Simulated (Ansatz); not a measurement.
# SnTe2: a single-point run

Aim: a sound single-point run of SnTe2. The structure is shown as the input types it. The cell is built on a prototype (CdCl2 type) and needn't be the phase found in nature.

Program: Ansatz 0.2.0. Level of theory: density functional or hybrid calculation with the settings of its input, plane waves (as first typed). These are calculated values, not measurements.

7 further runs of the same task are left out: 7 that didn't finish.

**1. The starting structure**

The structure is trigonal, space group R-3m (No. 166). The conventional cell has a = 4.177 Å, b = 4.177 Å, c = 18.873 Å, α = 90.00°, β = 90.00°, γ = 120.00°. Sn (site symmetry -3m) is surrounded by 6 Te at 2.97 Å. Te (site symmetry 3m) has 3 Sn at 2.97 Å as nearest neighbours.

The input asks for a charge of +100 e on the cell.

As a file:

```
CELL_PARAMETERS angstrom
2.08831 1.20569 6.29096
-2.08831 1.20569 6.29096
0.00000 -2.41137 6.29096
ATOMIC_POSITIONS crystal
Sn 0.00000 0.00000 0.00000
Te 0.24137 0.24137 0.24137
Te 0.75863 0.75863 0.75863
```

**2. The run**

input.yaml reads:

```yaml
crystal:
  lattice:
    - [2.0883103896, 1.2056865656, 6.2909642815]
    - [-2.0883103896, 1.2056865656, 6.2909642815]
    - [0.0, -2.4113731312, 6.2909642815]
  atoms:
    - { symbol: Sn, position: [0.0, 0.0, 0.0] }
    - { symbol: Te, position: [0.2413664391, 0.2413664391, 0.2413664391] }
    - { symbol: Te, position: [0.7586335609, 0.7586335609, 0.7586335609] }
kpoints:
  mp_grid: { grid: [4, 4, 4] }
hamiltonian:
  xc: hse06
scf:
  occupations: { method: fermi_dirac, width: 0.02 }
  n_extra_bands: 4
  max_iter: 59
output:
  forces: true
  stress: true
  eigenvalues: true
total_charge: 100
```

Command:

```bash
ansatz run input.yaml --threads 4 --pin off --max-ram 3686MiB --backend cpu --events-out ev --progress --plain --runs-dir out
```

**Question.** How will this run end, and is anything wrong with its input?

The run ended at the input check. It says: «inconsistent input (total_charge): 100 leaves -54.000 electrons of the 46 valence electrons — a charged cell must keep at least one electron»

The suspect setting: total_charge is 100. Each setting is valid alone, but not together.

Fix: delete total_charge (the default then holds).
